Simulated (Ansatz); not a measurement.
# C4H6O3: the cost of one run

Computed with Ansatz 0.2.0 (the levels named in each step, unless a step's input says otherwise).

### 1 The system as given

Bond lengths: C1–C2 1.502 Å, C2–O3 1.189 Å, C2–O4 1.378 Å, O4–C5 1.378 Å, C5–C6 1.502 Å, C5–O7 1.189 Å, C1–H8 1.087 Å, C1–H9 1.085 Å, C1–H10 1.088 Å, C6–H11 1.085 Å, C6–H12 1.087 Å, C6–H13 1.087 Å. Angles (14 of 19 angles, heavy atoms first): C1–C2–O3 126.5°, C1–C2–O4 108.6°, O3–C2–O4 124.9°, C2–O4–C5 123.7°, O4–C5–C6 108.6°, O4–C5–O7 124.9°, C6–C5–O7 126.5°, C2–C1–H8 109.5°, C2–C1–H9 109.6°, C2–C1–H10 109.5°, C5–C6–H11 109.6°, C5–C6–H12 109.5°, C5–C6–H13 109.5°, H8–C1–H9 110.3°.

As a file:

```xyz
13

C    -2.3043    0.3910    0.9095
C    -1.2009    0.1695   -0.0860
O    -1.3161    0.1143   -1.2676
O    -0.0123    0.0382    0.5978
C     1.2030   -0.1758   -0.0146
C     2.2639   -0.2676    1.0454
O     1.3668   -0.2693   -1.1880
H    -2.0949    1.2861    1.4900
H    -3.2499    0.4939    0.3869
H    -2.3481   -0.4521    1.5952
H     3.2300   -0.4329    0.5791
H     2.0286   -1.0831    1.7246
H     2.2828    0.6549    1.6195
```

### 2 A rough first relaxation, PBE-D4/def2-SVP

This run stands in another session on the same molecule. It ended at:

```xyz
13

C    -2.3240    0.3931    0.9088
C    -1.2241    0.1695   -0.1008
O    -1.3452    0.1154   -1.2952
O    -0.0123    0.0369    0.5970
C     1.2265   -0.1798   -0.0283
C     2.2840   -0.2693    1.0455
O     1.3969   -0.2736   -1.2142
H    -2.1104    1.2995    1.5099
H    -3.2889    0.5029    0.3845
H    -2.3685   -0.4584    1.6169
H     3.2695   -0.4398    0.5790
H     2.0451   -1.0940    1.7464
H     2.3000    0.6645    1.6422
```

### 3 Relaxation, HF/STO-3G

File input.yaml:

```yaml
crystal:
  periodic: [false, false, false]
  atoms:
    - { symbol: C, position_ang: [-2.32401821, 0.39313856, 0.90882147] }
    - { symbol: C, position_ang: [-1.22409072, 0.16953574, -0.10083911] }
    - { symbol: O, position_ang: [-1.34518057, 0.11535186, -1.2951887] }
    - { symbol: O, position_ang: [-0.01234667, 0.03694111, 0.59698619] }
    - { symbol: C, position_ang: [1.22653619, -0.1798258, -0.02834943] }
    - { symbol: C, position_ang: [2.28395152, -0.26933232, 1.04547946] }
    - { symbol: O, position_ang: [1.39693765, -0.27364618, -1.21419485] }
    - { symbol: H, position_ang: [-2.11040291, 1.29952915, 1.50989489] }
    - { symbol: H, position_ang: [-3.28887678, 0.50292569, 0.38447304] }
    - { symbol: H, position_ang: [-2.36854657, -0.45837599, 1.61689174] }
    - { symbol: H, position_ang: [3.26947166, -0.43980755, 0.57897083] }
    - { symbol: H, position_ang: [2.0450704, -1.09401455, 1.74638915] }
    - { symbol: H, position_ang: [2.30000501, 0.66452028, 1.64223533] }
basis:
  gaussian: { orbitals: STO-3G }
hamiltonian:
  xc: hf
relax:
  f_tol: 0.004
  max_steps: 150
```

Started as:

```console
> ansatz run input.yaml --threads 4 --pin off --max-ram 10240MiB --backend cpu --events-out ev --progress --plain --runs-dir out
```

What time and memory should one allow on 4 threads of Arm Neoverse N1, shared host?

About 4.5 s, with a peak of 0.095 GiB.
